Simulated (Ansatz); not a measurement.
# F4H6OSi2: the cost of one run

Program: Ansatz 0.2.0, Gaussian basis. Level of theory: PBE0-D4, def2-SVP first, then def2-TZVP. These are calculated values, not measurements.

193 further runs of the same task are left out: 3 that didn't finish, 190 set aside as unsound or not needed.

### Step 1. The system as given

The guess: 13 atoms, charge 0, spin multiplicity 1.

Atoms are counted from 1 here; the program's logs count them from 0.

Bond lengths: Si1–Si2 2.396 Å, Si1–F3 1.598 Å, Si1–F4 1.635 Å, Si1–F5 1.651 Å, Si1–F7 1.713 Å, Si2–H10 1.475 Å, Si2–H11 1.459 Å, Si2–H12 1.472 Å, H6–O9 0.982 Å, H8–O9 1.193 Å, O9–H13 0.978 Å. Angles: Si2–Si1–F3 114.5°, Si2–Si1–F4 90.7°, Si2–Si1–F5 116.8°, Si2–Si1–F7 94.8°, F3–Si1–F4 91.9°, F3–Si1–F5 128.7°, F3–Si1–F7 88.9°, F4–Si1–F5 89.4°, F4–Si1–F7 173.5°, F5–Si1–F7 85.1°, Si1–Si2–H10 117.1°, Si1–Si2–H11 99.6°, Si1–Si2–H12 118.6°, H10–Si2–H11 105.9°, H10–Si2–H12 107.8°, H11–Si2–H12 106.1°, H6–O9–H8 99.9°, H6–O9–H13 106.3° and more.

Geometry (Å):

| atom | x (Å) | y (Å) | z (Å) |
| --- | --- | --- | --- |
| Si1 | -1.2168 | -0.1517 | 0.3045 |
| Si2 | 0.2532 | 0.0170 | -1.5795 |
| F3 | -2.4061 | -1.2032 | 0.1244 |
| F4 | -2.1352 | 1.0699 | -0.2763 |
| F5 | -0.8478 | 0.7752 | 1.6206 |
| H6 | 1.4432 | -0.6303 | 1.5914 |
| F7 | -0.3044 | -1.3698 | 1.0901 |
| H8 | 0.9376 | 0.2714 | 0.2799 |
| O9 | 1.6348 | 0.2692 | 1.2484 |
| H10 | 1.3138 | -1.0008 | -1.6986 |
| H11 | -0.6934 | -0.2662 | -2.6527 |
| H12 | 0.8487 | 1.3261 | -1.8951 |
| H13 | 1.1725 | 0.8932 | 1.8428 |

Distances that are to change: Si1–F7 1.71 Å, H6–O9 0.98 Å, Si2–H8 2.00 Å, Si1–Si2 2.40 Å, H6–F7 1.96 Å, H8–O9 1.19 Å.

### Step 2. Constrained relaxation of the guess

File hold/in.yaml:

```yaml
crystal:
  periodic: [false, false, false]
  atoms:
    - {symbol: Si, position_ang: [-1.216800, -0.151700, 0.304500]}
    - {symbol: Si, position_ang: [0.253200, 0.017000, -1.579500]}
    - {symbol: F, position_ang: [-2.406100, -1.203200, 0.124400]}
    - {symbol: F, position_ang: [-2.135200, 1.069900, -0.276300]}
    - {symbol: F, position_ang: [-0.847800, 0.775200, 1.620600]}
    - {symbol: H, position_ang: [1.443200, -0.630300, 1.591400]}
    - {symbol: F, position_ang: [-0.304400, -1.369800, 1.090100]}
    - {symbol: H, position_ang: [0.937600, 0.271400, 0.279900]}
    - {symbol: O, position_ang: [1.634800, 0.269200, 1.248400]}
    - {symbol: H, position_ang: [1.313800, -1.000800, -1.698600]}
    - {symbol: H, position_ang: [-0.693400, -0.266200, -2.652700]}
    - {symbol: H, position_ang: [0.848700, 1.326100, -1.895100]}
    - {symbol: H, position_ang: [1.172500, 0.893200, 1.842800]}
basis:
  gaussian: {orbitals: def2-SVP}
hamiltonian: {xc: pbe0, dispersion: d4}
relax: {f_tol: 0.04, max_steps: 150, escape_saddle: false, constraints: [{distance: [0, 6]}, {distance: [5, 8]}, {distance: [1, 7]}, {distance: [0, 1]}, {distance: [5, 6]}, {distance: [7, 8]}]}
```

The run is started by

```console
> ansatz run in.yaml --threads 4 --pin off --events-out ev --progress --plain --max-ram 66560MiB --backend cpu
```

**Question.** How long does this run take on 4 threads of AMD EPYC 7R13, shared host?

About 22 s.
